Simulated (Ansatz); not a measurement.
# CH6FNSiTe: the cost of one run

All numbers below are computed with Ansatz 0.2.0 (RKS PBE-D4/def2-SVP).

## Step 1: The structure to begin with

Bond lengths: N1–C2 1.402 Å, C2–Te3 2.141 Å, C2–Si4 1.911 Å, Si4–F5 1.725 Å, N1–H6 1.052 Å, N1–H7 1.080 Å, C2–H8 1.074 Å, Te3–H9 1.795 Å, Si4–H10 1.429 Å, Si4–H11 1.423 Å. Angles (14 of 16 angles, heavy atoms first): N1–C2–Te3 109.9°, N1–C2–Si4 109.2°, Te3–C2–Si4 107.5°, C2–Si4–F5 105.5°, N1–C2–H8 112.6°, Te3–C2–H8 107.2°, Si4–C2–H8 110.4°, C2–N1–H6 112.3°, C2–N1–H7 108.3°, C2–Te3–H9 89.7°, C2–Si4–H10 109.8°, C2–Si4–H11 110.3°, F5–Si4–H10 107.5°, F5–Si4–H11 108.8°.

As a file:

```xyz
11

N    -1.1203    0.9016   -0.0305
C    -0.3680   -0.1802   -0.5082
Te    0.8746    0.4563   -2.1320
Si    0.7806   -0.8093    0.8842
F    -0.2713   -1.3732    2.1293
H    -1.8613    0.6022    0.6530
H    -1.7016    1.2974   -0.8497
H    -0.9839   -0.9802   -0.8753
H     1.6137    1.6984   -1.0678
H     1.5363   -1.9304    0.4200
H     1.5665    0.2604    1.3975
```

## Step 2: End point A

input.yaml reads:

```yaml
crystal:
  periodic: [false, false, false]
  atoms:
    - { symbol: "N", position_ang: [-1.1203, 0.9016, -0.0305] }
    - { symbol: C, position_ang: [-0.368, -0.1802, -0.5082] }
    - { symbol: Te, position_ang: [0.8746, 0.4563, -2.132] }
    - { symbol: Si, position_ang: [0.7806, -0.8093, 0.8842] }
    - { symbol: F, position_ang: [-0.2713, -1.3732, 2.1293] }
    - { symbol: H, position_ang: [-1.8613, 0.6022, 0.653] }
    - { symbol: H, position_ang: [-1.7016, 1.2974, -0.8497] }
    - { symbol: H, position_ang: [-0.9839, -0.9802, -0.8753] }
    - { symbol: H, position_ang: [1.6137, 1.6984, -1.0678] }
    - { symbol: H, position_ang: [1.5363, -1.9304, 0.42] }
    - { symbol: H, position_ang: [1.5665, 0.2604, 1.3975] }
basis:
  gaussian: { orbitals: def2-SVP }
hamiltonian:
  xc: pbe
  dispersion: d4
relax:
  f_tol: 0.015
  max_steps: 40
```

The run is started by

```sh
$ ansatz run input.yaml --threads 2 --pin off --max-ram 3072MiB --backend cpu --events-out ev --progress --plain --runs-dir out
```

**Question.** How long does this run take on 2 threads of Intel Xeon Platinum 8488C (Sapphire Rapids), shared host, and how much memory does it need?

About 63 s, with a peak of 0.2 GiB.
